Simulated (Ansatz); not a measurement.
# YTl3Pb: the cost of one run

Program: Ansatz 0.2.0. Level of theory: DFT PBE, scalar-relativistic, plane waves, PAW. These are calculated values, not measurements.

## Step 1: The structure to begin with

Symmetry: Pm-3m, No. 221, cubic system. The conventional cell has a = 5.159 Å, b = 5.159 Å, c = 5.159 Å, α = 90.00°, β = 90.00°, γ = 90.00°. Y (site symmetry m-3m) is surrounded by 12 Tl at 3.65 Å. Around Tl (site symmetry 4/mmm) lie 2 Pb at 2.58 Å. Around Pb (site symmetry m-3m) lie 6 Tl at 2.58 Å.

Structure file:

```
CELL_PARAMETERS angstrom
5.15874 0.00000 0.00000
0.00000 5.15874 0.00000
0.00000 0.00000 5.15874
ATOMIC_POSITIONS crystal
Y 0.00000 0.00000 0.00000
Tl 0.00000 0.50000 0.50000
Tl 0.50000 0.00000 0.50000
Tl 0.50000 0.50000 0.00000
Pb 0.50000 0.50000 0.50000
```

(A quick probe on a coarse mesh, which set the mesh and smearing, is not shown.)

## Step 3: Coarse relaxation

The input, input.yaml:

```yaml
crystal:
  lattice:
    - [5.1587364768, 0.0, 0.0]
    - [0.0, 5.1587364768, 0.0]
    - [0.0, 0.0, 5.1587364768]
  atoms:
    - { symbol: "Y", position: [0.0, 0.0, 0.0] }
    - { symbol: Tl, position: [0.0, 0.5, 0.5] }
    - { symbol: Tl, position: [0.5, 0.0, 0.5] }
    - { symbol: Tl, position: [0.5, 0.5, 0.0] }
    - { symbol: Pb, position: [0.5, 0.5, 0.5] }
basis:
  ecutwfc: 420
kpoints:
  mp_grid: { grid: [4, 4, 4] }
hamiltonian:
  xc: pbe
scf:
  occupations: { method: gaussian, width: 0.1 }
  lower_state_search: "off"
output:
  forces: true
  stress: true
  eigenvalues: true
relax:
  adjacent_minimum: "off"
  f_tol: 0.04
  max_steps: 70
  cell: { stress_tol: 0.4 }
```

The run is started by

```console
$ ansatz run input.yaml --threads 1 --pin off --max-ram 2560MiB --backend cpu --events-out ev --progress --plain --runs-dir out
```

What time and memory should one allow on 1 thread of Arm Neoverse V2, shared host?

About 20 s, with a peak of 0.45 GiB.
